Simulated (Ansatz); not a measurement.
BFH2Si, SMILES B[Si]F: an atomisation energy, run with the Ansatz DFT code, driven from Python.

`bfh2si.xyz`
```text
5

B    -0.72360   -0.00070    0.05450
Si    1.06040   -0.59790    0.52750
F     2.19520    0.23560   -0.40020
H    -1.02080    1.13460    0.18810
H    -1.51130   -0.77160   -0.37000
```

Script `bfh2si_tae.py`:
```python
"""Atomisation energy of BFH2Si at the given geometry."""

from collections import Counter

import ansatz as az

BASIS = "def2-TZVPP"
METHOD = "mp2"


def single_point(molecule, charge=0, unpaired=0):
    calc = molecule.calculation().basis(gaussian=BASIS).correlation(METHOD)
    if charge:
        calc = calc.charge(charge)
    if unpaired:
        calc = calc.spin("collinear", total=unpaired)
    return calc.run(threads=1, pin="off").report["free_energy_ev"]

molecule = az.Crystal.molecule_from_extxyz("bfh2si.xyz")

# unpaired electrons of the ground-state atoms
unpaired = {"B": 1, "Si": 2, "F": 1, "H": 1}
counts = Counter(site.symbol for site in molecule.cartesian_sites)
atom_energy = {s: single_point(az.Crystal.molecule().atom(s, (0, 0, 0)), 0, unpaired[s]) for s in counts}
whole = single_point(molecule, 0, 2)
for s, e in atom_energy.items():
    print(f"{s:2s} x{counts[s]}  {e:14.5f} eV")
print(f"BFH2Si: {whole:.5f} eV")
split = sum(counts[s] * e for s, e in atom_energy.items()) - whole
print(f"atomisation energy (no zero-point term): {23.060548 * split:.1f} kcal/mol, {split / sum(counts.values()):.3f} eV an atom")
```

What does it cost to take this molecule apart into atoms?

353.1 kcal/mol from the electronic energies, without the zero-point term.

The run itself:

```console
$ python bfh2si_tae.py
B  x1      -668.74255 eV
Si x1     -7861.55665 eV
F  x1     -2710.51497 eV
H  x2       -13.60052 eV
BFH2Si: -11283.32670 eV
atomisation energy (no zero-point term): 353.1 kcal/mol, 3.062 eV an atom
```

Caveats:
- Total energies depend on the basis set; only differences at equal settings carry meaning.
- The geometry is a force-field or estimated start, not a minimum of this method, and the basis set is short of its limit. All parts are taken at fixed geometry, without zero-point energy.
- The species is open-shell (spin multiplicity 3).
- Run time: 5 s on 1 thread of Arm Neoverse V1, on a shared host, peak memory 0.27 GiB.
